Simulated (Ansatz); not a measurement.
**C3H8CdO2: how energies converge with the basis set**

One table from this session's results is given with a row withheld; the runs are named, their logs left out.

Computed with Ansatz 0.2.0, Gaussian basis. Level: one geometry, several basis sets.

Levels to be run: PBE0-D4/def2-SVP; ωB97M-V/def2-SVP; PBE0-D4/def2-QZVPP; ωB97M-V/def2-QZVPP; the functionals' def2-TZVPP values are taken from earlier runs.

1 further run of the same task is left out (for a known fault of the program).

### The geometry

The geometry comes from an earlier relaxation with PBE0-D4 in a triple-zeta def2 set; it is a stationary point, not always the lowest conformer. Cd takes the def2 core potential; no spin-orbit term is included.

14 atoms, charge 0, spin multiplicity 1.

Atoms are counted from 1 here; the program's logs count them from 0.

Bond lengths: C1–C2 1.518 Å, C1–H7 1.093 Å, C1–H8 1.091 Å, C1–H9 1.093 Å, C2–C3 1.520 Å, C2–O4 1.405 Å, C2–H10 1.103 Å, C3–H11 1.093 Å, C3–H12 1.098 Å, C3–H13 1.094 Å, O4–Cd5 1.962 Å, Cd5–O6 1.960 Å, O6–H14 0.960 Å. Angles: C2–C1–H7 110.0°, C2–C1–H8 110.0°, C2–C1–H9 111.2°, H7–C1–H8 108.2°, H7–C1–H9 108.7°, H8–C1–H9 108.6°, C1–C2–C3 111.2°, C1–C2–O4 107.3°, C1–C2–H10 108.0°, C3–C2–O4 112.5°, C3–C2–H10 107.9°, O4–C2–H10 110.0°, C2–C3–H11 111.8°, C2–C3–H12 111.0°, C2–C3–H13 110.1°, H11–C3–H12 107.1°, H11–C3–H13 108.4°, H12–C3–H13 108.5° and more.

As a file:

```
C    -1.7495    0.0540    1.1564
C    -0.5685   -0.4124    0.3240
C     0.7486   -0.0916    1.0113
O    -0.6785    0.1978   -0.9364
Cd    0.8081    0.2027   -2.2176
O     2.1474    0.1840   -3.6486
H    -1.6968    1.1354    1.3076
H    -2.6834   -0.1729    0.6402
H    -1.7623   -0.4368    2.1332
H    -0.6376   -1.5086    0.2190
H     0.8087   -0.5453    2.0041
H     1.5980   -0.4740    0.4306
H     0.8620    0.9913    1.1191
H     2.8039    0.8763   -3.5429
```

Set-up of the first run:

The input, in.yaml:

```yaml
crystal:
  periodic: [false, false, false]
  atoms:
    - {symbol: C, position_ang: [-1.749473, 0.053982, 1.156436]}
    - {symbol: C, position_ang: [-0.568536, -0.412354, 0.323984]}
    - {symbol: C, position_ang: [0.748629, -0.091579, 1.011338]}
    - {symbol: O, position_ang: [-0.678513, 0.197837, -0.936447]}
    - {symbol: Cd, position_ang: [0.808063, 0.202703, -2.217619]}
    - {symbol: O, position_ang: [2.147417, 0.183952, -3.648599]}
    - {symbol: H, position_ang: [-1.696803, 1.135414, 1.307585]}
    - {symbol: H, position_ang: [-2.683441, -0.172871, 0.640198]}
    - {symbol: H, position_ang: [-1.762292, -0.436789, 2.133194]}
    - {symbol: H, position_ang: [-0.637623, -1.508596, 0.218997]}
    - {symbol: H, position_ang: [0.808695, -0.545293, 2.004097]}
    - {symbol: H, position_ang: [1.597998, -0.473997, 0.430610]}
    - {symbol: H, position_ang: [0.861952, 0.991254, 1.119145]}
    - {symbol: H, position_ang: [2.803925, 0.876337, -3.542918]}
basis:
  gaussian: {orbitals: def2-SVP}
hamiltonian: {xc: pbe0, dispersion: d4}
output: {orbitals: {seedname: orbitals}}
```

On the command line:

```bash
$ ansatz run in.yaml --threads 2 --pin off --events-out ev --progress --plain --max-ram 20480MiB --backend cpu
```

Among the steps run: PBE0-D4 in def2-SVP; ωB97M-V in def2-SVP; PBE0-D4 in def2-QZVPP; ωB97M-V in def2-QZVPP.

One table of the session follows, with a row left open; its other results are not shown here.

It belongs to the step «Functionals by basis». 

```
functional       basis  HOMO (eV)
   PBE0-D4    def2-SVP      -7.04
   PBE0-D4  def2-TZVPP      -7.21
   PBE0-D4  def2-QZVPP      -7.25
   ωB97M-V    def2-SVP      -9.40
   ωB97M-V  def2-TZVPP          ?
   ωB97M-V  def2-QZVPP      -9.64
```

Q: Estimate the row for ωB97M-V, def2-TZVPP from the others.

**Answer.** HOMO (eV): -9.60. In the column «HOMO (eV)» it lies between ωB97M-V, def2-QZVPP (-9.64) and ωB97M-V, def2-SVP (-9.40).
